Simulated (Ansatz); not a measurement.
Born–Oppenheimer molecular dynamics of a periodic cell of 16 atoms, Nb (start crystal Nb, start structure bcc, volume 1.1 times the crystal's). It goes on from the last frame of an earlier run, with new velocities.

All numbers below come from DFT PBEsol, scalar-relativistic, plane waves, PAW in Ansatz 0.2.0. Settings: accuracy low, cutoff 420 eV, k mesh 2x2x2, fermi-dirac smearing 0.17 eV, no spin polarisation.

- ensemble: NVT, Langevin thermostat
- time step: 3 fs
- steps asked: 149
- set temperature: 1600 K
- friction: 0.02 /fs
- temperature schedule: 112 steps to 300 K, then 37 steps to 300 K
- seed: 876111

Frames 30 fs apart, positions in Å.

Velocities at 0.0 fs (Å/ps):

```
Nb 0.68 0.98 6.40
Nb -0.64 1.29 1.10
Nb 8.03 -7.59 8.91
Nb -1.89 -2.16 -2.66
Nb -4.44 0.90 -3.00
Nb 1.31 1.85 3.14
Nb 4.51 -1.25 -2.35
Nb 3.41 -5.66 -5.69
Nb -0.96 4.66 -0.86
Nb -1.69 0.74 -0.02
Nb 3.14 -3.03 0.76
Nb -1.98 -0.83 -1.14
Nb -3.45 3.92 0.23
Nb -3.51 6.39 0.31
Nb -2.28 -6.12 -4.83
Nb -0.23 5.90 -0.28
```

```xyz
16
Lattice="6.8130 0.0000 0.0000 0.0000 6.8130 0.0000 0.0000 0.0000 6.8130" Properties=species:S:1:pos:R:3 time_fs=0.0 energy_less_start_eV=0.000 T=1500
Nb 0.408 0.750 -0.321
Nb 3.403 0.640 0.050
Nb -0.208 3.830 -0.297
Nb -0.072 0.370 3.598
Nb 1.406 2.033 1.860
Nb 3.320 3.603 0.213
Nb 3.262 0.301 3.205
Nb 5.061 2.162 1.577
Nb -0.111 4.104 3.522
Nb 1.486 5.054 1.503
Nb 1.723 2.139 5.081
Nb 3.050 3.884 3.484
Nb 4.887 5.215 1.898
Nb 4.967 2.215 5.067
Nb 1.454 5.474 4.860
Nb 4.646 5.929 4.941
16
Lattice="6.8130 0.0000 0.0000 0.0000 6.8130 0.0000 0.0000 0.0000 6.8130" Properties=species:S:1:pos:R:3 time_fs=30.0 energy_less_start_eV=-0.159 T=1570
Nb 0.258 0.731 -0.141
Nb 3.272 0.574 0.199
Nb -0.025 3.658 -0.039
Nb -0.134 0.450 3.414
Nb 1.367 1.984 1.758
Nb 3.337 3.686 0.268
Nb 3.366 0.379 3.081
Nb 5.195 2.000 1.594
Nb -0.223 4.083 3.474
Nb 1.369 5.125 1.464
Nb 1.790 2.014 5.007
Nb 3.067 3.858 3.406
Nb 4.747 5.348 1.934
Nb 4.885 2.374 4.995
Nb 1.411 5.371 4.882
Nb 4.692 6.051 4.947
16
Lattice="6.8130 0.0000 0.0000 0.0000 6.8130 0.0000 0.0000 0.0000 6.8130" Properties=species:S:1:pos:R:3 time_fs=60.0 energy_less_start_eV=-0.574 T=1770
Nb -0.013 0.647 -0.203
Nb 3.073 0.503 0.319
Nb 0.093 3.562 0.051
Nb -0.165 0.516 3.276
Nb 1.483 1.903 1.672
Nb 3.325 3.686 0.159
Nb 3.284 0.425 3.097
Nb 5.269 2.012 1.788
Nb -0.443 3.938 3.391
Nb 1.306 5.275 1.440
Nb 1.844 1.923 4.979
Nb 3.159 3.877 3.324
Nb 4.831 5.467 1.744
Nb 4.918 2.483 4.985
Nb 1.473 5.310 5.040
Nb 4.694 6.107 5.004
16
Lattice="6.8130 0.0000 0.0000 0.0000 6.8130 0.0000 0.0000 0.0000 6.8130" Properties=species:S:1:pos:R:3 time_fs=90.0 energy_less_start_eV=-0.945 T=1590
Nb -0.210 0.492 -0.279
Nb 3.130 0.332 0.340
Nb 0.128 3.643 0.009
Nb -0.197 0.478 3.245
Nb 1.599 1.918 1.671
Nb 3.295 3.587 0.019
Nb 3.205 0.451 3.230
Nb 5.094 2.019 1.908
Nb -0.429 3.825 3.297
Nb 1.376 5.561 1.491
Nb 1.769 1.915 4.938
Nb 3.239 4.024 3.264
Nb 4.846 5.509 1.628
Nb 5.034 2.390 5.114
Nb 1.472 5.245 5.337
Nb 4.754 6.046 5.097
16
Lattice="6.8130 0.0000 0.0000 0.0000 6.8130 0.0000 0.0000 0.0000 6.8130" Properties=species:S:1:pos:R:3 time_fs=120.0 energy_less_start_eV=-2.292 T=1613
Nb -0.279 0.369 -0.207
Nb 3.244 0.223 0.134
Nb 0.036 3.811 -0.010
Nb -0.163 0.322 3.268
Nb 1.629 1.882 1.754
Nb 3.257 3.569 0.084
Nb 3.250 0.319 3.289
Nb 4.978 2.076 1.815
Nb -0.265 3.789 3.369
Nb 1.326 5.678 1.580
Nb 1.749 2.121 4.963
Nb 3.311 4.041 3.266
Nb 4.843 5.509 1.608
Nb 4.931 2.232 5.163
Nb 1.536 5.325 5.349
Nb 4.767 5.863 5.188
16
Lattice="6.8130 0.0000 0.0000 0.0000 6.8130 0.0000 0.0000 0.0000 6.8130" Properties=species:S:1:pos:R:3 time_fs=150.0 energy_less_start_eV=-3.792 T=1637
Nb -0.329 0.345 0.022
Nb 3.187 0.265 -0.063
Nb -0.091 3.805 0.044
Nb -0.220 0.250 3.318
Nb 1.554 1.989 1.763
Nb 3.188 3.621 0.123
Nb 3.278 0.209 3.309
Nb 4.831 2.064 1.706
Nb -0.159 3.673 3.449
Nb 1.300 5.614 1.603
Nb 1.665 2.322 5.157
Nb 3.295 3.848 3.375
Nb 4.996 5.513 1.806
Nb 4.842 2.025 5.124
Nb 1.629 5.434 5.193
Nb 4.885 5.540 5.103
16
Lattice="6.8130 0.0000 0.0000 0.0000 6.8130 0.0000 0.0000 0.0000 6.8130" Properties=species:S:1:pos:R:3 time_fs=180.0 energy_less_start_eV=-3.509 T=828
Nb -0.337 0.310 0.159
Nb 3.119 0.228 -0.054
Nb -0.213 3.747 0.129
Nb -0.291 0.252 3.381
Nb 1.491 2.048 1.836
Nb 3.153 3.682 0.234
Nb 3.276 0.196 3.399
Nb 4.745 1.966 1.752
Nb -0.100 3.654 3.514
Nb 1.289 5.525 1.642
Nb 1.615 2.352 5.267
Nb 3.225 3.618 3.404
Nb 5.088 5.482 1.830
Nb 4.843 1.895 5.100
Nb 1.673 5.474 5.058
Nb 4.962 5.283 5.062
16
Lattice="6.8130 0.0000 0.0000 0.0000 6.8130 0.0000 0.0000 0.0000 6.8130" Properties=species:S:1:pos:R:3 time_fs=210.0 energy_less_start_eV=-3.323 T=945
Nb -0.277 0.299 0.174
Nb 3.100 0.315 0.043
Nb -0.270 3.777 0.187
Nb -0.362 0.218 3.407
Nb 1.475 2.118 1.743
Nb 3.036 3.833 0.182
Nb 3.181 0.270 3.410
Nb 4.667 1.837 1.813
Nb -0.050 3.724 3.563
Nb 1.318 5.374 1.787
Nb 1.571 2.199 5.262
Nb 3.171 3.515 3.337
Nb 5.060 5.326 1.771
Nb 4.733 1.702 5.094
Nb 1.689 5.405 5.086
Nb 4.990 5.223 5.113
16
Lattice="6.8130 0.0000 0.0000 0.0000 6.8130 0.0000 0.0000 0.0000 6.8130" Properties=species:S:1:pos:R:3 time_fs=240.0 energy_less_start_eV=-2.928 T=746
Nb -0.272 0.353 0.178
Nb 3.187 0.321 0.097
Nb -0.256 3.779 0.244
Nb -0.408 0.156 3.454
Nb 1.418 2.121 1.687
Nb 3.051 3.967 0.044
Nb 3.022 0.254 3.438
Nb 4.614 1.689 1.774
Nb -0.012 3.687 3.703
Nb 1.405 5.287 1.895
Nb 1.506 2.052 5.237
Nb 3.093 3.577 3.383
Nb 4.957 5.260 1.763
Nb 4.762 1.702 5.128
Nb 1.687 5.357 5.130
Nb 4.946 5.215 5.158
16
Lattice="6.8130 0.0000 0.0000 0.0000 6.8130 0.0000 0.0000 0.0000 6.8130" Properties=species:S:1:pos:R:3 time_fs=270.0 energy_less_start_eV=-3.702 T=498
Nb -0.259 0.316 0.140
Nb 3.158 0.285 0.126
Nb -0.220 3.720 0.186
Nb -0.400 0.170 3.534
Nb 1.351 2.086 1.659
Nb 3.167 3.938 0.006
Nb 2.991 0.246 3.433
Nb 4.682 1.711 1.763
Nb -0.067 3.569 3.715
Nb 1.398 5.305 2.017
Nb 1.397 1.991 5.253
Nb 3.064 3.604 3.584
Nb 4.887 5.237 1.778
Nb 4.854 1.795 5.236
Nb 1.539 5.465 5.136
Nb 4.904 5.243 5.162
16
Lattice="6.8130 0.0000 0.0000 0.0000 6.8130 0.0000 0.0000 0.0000 6.8130" Properties=species:S:1:pos:R:3 time_fs=300.0 energy_less_start_eV=-4.303 T=702
Nb -0.281 0.276 0.118
Nb 3.111 0.193 0.148
Nb -0.182 3.708 0.159
Nb -0.351 0.301 3.516
Nb 1.327 2.062 1.735
Nb 3.305 3.781 0.007
Nb 2.977 0.242 3.458
Nb 4.754 1.752 1.744
Nb -0.273 3.499 3.618
Nb 1.446 5.418 2.022
Nb 1.358 1.960 5.284
Nb 3.101 3.574 3.652
Nb 4.920 5.236 1.817
Nb 4.873 1.907 5.226
Nb 1.438 5.551 5.237
Nb 4.822 5.330 5.183
16
Lattice="6.8130 0.0000 0.0000 0.0000 6.8130 0.0000 0.0000 0.0000 6.8130" Properties=species:S:1:pos:R:3 time_fs=330.0 energy_less_start_eV=-4.240 T=478
Nb -0.370 0.294 0.116
Nb 3.080 0.155 0.139
Nb -0.157 3.615 0.138
Nb -0.366 0.338 3.497
Nb 1.332 2.041 1.812
Nb 3.341 3.671 0.075
Nb 2.994 0.265 3.569
Nb 4.830 1.898 1.790
Nb -0.490 3.460 3.522
Nb 1.521 5.505 1.978
Nb 1.367 1.963 5.282
Nb 3.139 3.600 3.609
Nb 4.907 5.266 1.853
Nb 4.762 2.004 5.182
Nb 1.413 5.516 5.310
Nb 4.792 5.354 5.279
```

Of the whole run (447 fs, mean temperature of the second half 567 K): The schedule's set-point averaged 409 K over the second half and the system 567 K, so it lags behind the ramp. A run of 0.45 ps of so small a system gives no equilibrium averages. Limits of this set-up: coarse k mesh, low accuracy level.

Run time: 17 min on 2 threads of Arm Neoverse V2 (shared host), peak memory 0.98 GiB.
